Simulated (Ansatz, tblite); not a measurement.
# Si(NMeEt)2Me2 (C8H22N2Si): rung by rung

Aim: run the singlet of Si(NMeEt)2Me2 (C8H22N2Si) at one geometry on many levels, and compare frontier levels, spin and run time.

Program: Ansatz 0.2.0, Gaussian basis. Level of theory: as each input shows. These are calculated values, not measurements.

The runs, in order: GFN1-xTB, GFN2-xTB, PBE-D4/def2-TZVP, r2SCAN-D4/def2-TZVP, revPBE-D4/def2-TZVP, B3LYP-D4/def2-TZVP, PBE-D4/def2-SVP, PBE0-D4/def2-SVP, HF/STO-3G, HF/6-31G, B3LYP-D4/6-31G, MP2/def2-SVP.

4 further runs of the same task are left out: 2 that didn't finish, 2 set aside as unsound or not needed. Runs told in other sessions of the task aren't counted.

### 1 The relaxed structure

The singlet was relaxed beforehand with PBE-D4/def2-SVP.

33 atoms, charge 0, spin multiplicity 1.

Bond lengths: Si1–N2 1.761 Å, Si1–N14 1.761 Å, Si1–C26 1.892 Å, Si1–C30 1.891 Å, N2–C3 1.452 Å, N2–C4 1.455 Å, C3–H6 1.116 Å, C3–H7 1.118 Å, C3–H8 1.109 Å, C4–C5 1.535 Å, C4–H9 1.117 Å, C4–H10 1.110 Å, C5–H11 1.110 Å, C5–H12 1.110 Å, C5–H13 1.109 Å, N14–C15 1.452 Å, N14–C16 1.456 Å, C15–H18 1.116 Å and more. Angles: N2–Si1–N14 106.0°, N2–Si1–C26 107.5°, N2–Si1–C30 113.4°, N14–Si1–C26 113.5°, N14–Si1–C30 107.4°, C26–Si1–C30 109.3°, Si1–N2–C3 118.8°, Si1–N2–C4 123.9°, C3–N2–C4 115.2°, N2–C3–H6 111.1°, N2–C3–H7 114.1°, N2–C3–H8 109.6°, H6–C3–H7 106.9°, H6–C3–H8 107.3°, H7–C3–H8 107.6°, N2–C4–C5 115.2°, N2–C4–H9 108.5°, N2–C4–H10 109.0° and more.

PBE0-D4/def2-TZVP was run before; its log isn't repeated, and its numbers join the tables.

### 2 GFN1-xTB

Tight binding, by tblite at 300 K electronic temperature and without a spin-polarisation term:

```python
tblite.interface.Calculator('GFN1-xTB', numbers, positions, charge=0, uhf=0).singlepoint()
```

Energy -1008.6040 eV, HOMO -10.08 eV, LUMO -3.73 eV; 0.025 s.

### 3 GFN2-xTB

Tight binding, by tblite at 300 K electronic temperature and without a spin-polarisation term:

```python
tblite.interface.Calculator('GFN2-xTB', numbers, positions, charge=0, uhf=0).singlepoint()
```

Energy -978.1940 eV, HOMO -9.19 eV, LUMO -3.19 eV; 0.018 s.

### 4 PBE-D4/def2-TZVP

start.molden holds the orbitals of an earlier run on this state, given as this run's starting guess.

Contents of in.yaml:

```yaml
crystal:
  periodic: [false, false, false]
  atoms:
    - {symbol: Si, position_ang: [-0.343462, 0.012310, -0.242149]}
    - {symbol: N, position_ang: [-0.283014, 0.070813, 1.516493]}
    - {symbol: C, position_ang: [0.382029, -1.004538, 2.229768]}
    - {symbol: C, position_ang: [-1.146459, 0.913817, 2.330234]}
    - {symbol: C, position_ang: [-2.501900, 0.295112, 2.700992]}
    - {symbol: H, position_ang: [0.970494, -0.610398, 3.092388]}
    - {symbol: H, position_ang: [-0.312054, -1.781127, 2.636351]}
    - {symbol: H, position_ang: [1.095252, -1.515349, 1.550555]}
    - {symbol: H, position_ang: [-0.599640, 1.182255, 3.266379]}
    - {symbol: H, position_ang: [-1.319086, 1.874004, 1.800301]}
    - {symbol: H, position_ang: [-3.084929, 0.970459, 3.361426]}
    - {symbol: H, position_ang: [-3.109896, 0.098762, 1.793089]}
    - {symbol: H, position_ang: [-2.378520, -0.668819, 3.236104]}
    - {symbol: N, position_ang: [1.325886, -0.144450, -0.780271]}
    - {symbol: C, position_ang: [2.304188, 0.824190, -0.319676]}
    - {symbol: C, position_ang: [1.734147, -0.938271, -1.930330]}
    - {symbol: C, position_ang: [1.687754, -0.205706, -3.279415]}
    - {symbol: H, position_ang: [3.279179, 0.331346, -0.090418]}
    - {symbol: H, position_ang: [2.516668, 1.642839, -1.051164]}
    - {symbol: H, position_ang: [1.944917, 1.297314, 0.617476]}
    - {symbol: H, position_ang: [2.772036, -1.311487, -1.753602]}
    - {symbol: H, position_ang: [1.096996, -1.845635, -1.988469]}
    - {symbol: H, position_ang: [2.057797, -0.853638, -4.101541]}
    - {symbol: H, position_ang: [0.650437, 0.101601, -3.528758]}
    - {symbol: H, position_ang: [2.314397, 0.709729, -3.269325]}
    - {symbol: C, position_ang: [-1.179095, 1.602548, -0.834365]}
    - {symbol: H, position_ang: [-2.233009, 1.687709, -0.498134]}
    - {symbol: H, position_ang: [-1.179837, 1.615076, -1.943979]}
    - {symbol: H, position_ang: [-0.634513, 2.506464, -0.492148]}
    - {symbol: C, position_ang: [-1.294654, -1.479628, -0.910682]}
    - {symbol: H, position_ang: [-2.336334, -1.439464, -0.530199]}
    - {symbol: H, position_ang: [-0.851851, -2.437375, -0.567886]}
    - {symbol: H, position_ang: [-1.343933, -1.500482, -2.019021]}
basis:
  gaussian: {orbitals: def2-TZVP, initial_orbitals: start.molden}
hamiltonian: {xc: pbe, dispersion: d4}
scf: {omitted_lower_state_checks: [starts]}
output: {orbitals: {seedname: orbitals}}
```

On the command line:

```sh
$ ansatz run in.yaml --threads 4 --pin off --events-out ev --progress --plain --max-ram 6963MiB
```

Further steps of the session: r2SCAN-D4/def2-TZVP; revPBE-D4/def2-TZVP; B3LYP-D4/def2-TZVP; PBE-D4/def2-SVP; PBE0-D4/def2-SVP; HF/STO-3G; HF/6-31G; B3LYP-D4/6-31G; MP2/def2-SVP.

Before running them: what should the planned runs give, taken together? Wanted: gap in def2-TZVP, named functionals, smallest and largest; correlation energy, MP2/def2-SVP; binding an atom, functionals in def2-TZVP; PBE0 total energy, smallest basis above largest.

**Answer**, as computed:

```
                                                 quantity                                 value
gap in def2-TZVP, named functionals, smallest and largest   4.69 eV (PBE-D4), 6.75 eV (PBE0-D4)
                         correlation energy, MP2/def2-SVP                             -43.61 eV
                binding an atom, functionals in def2-TZVP  4.01 (revPBE-D4) to 4.09 eV (PBE-D4)
          PBE0 total energy, smallest basis above largest        15.22 eV (def2-SVP, def2-TZVP)
```

What this shows: Over the named functionals in def2-TZVP the gap runs from 4.69 eV (PBE-D4) to 6.75 eV (PBE0-D4); exact exchange widens it.
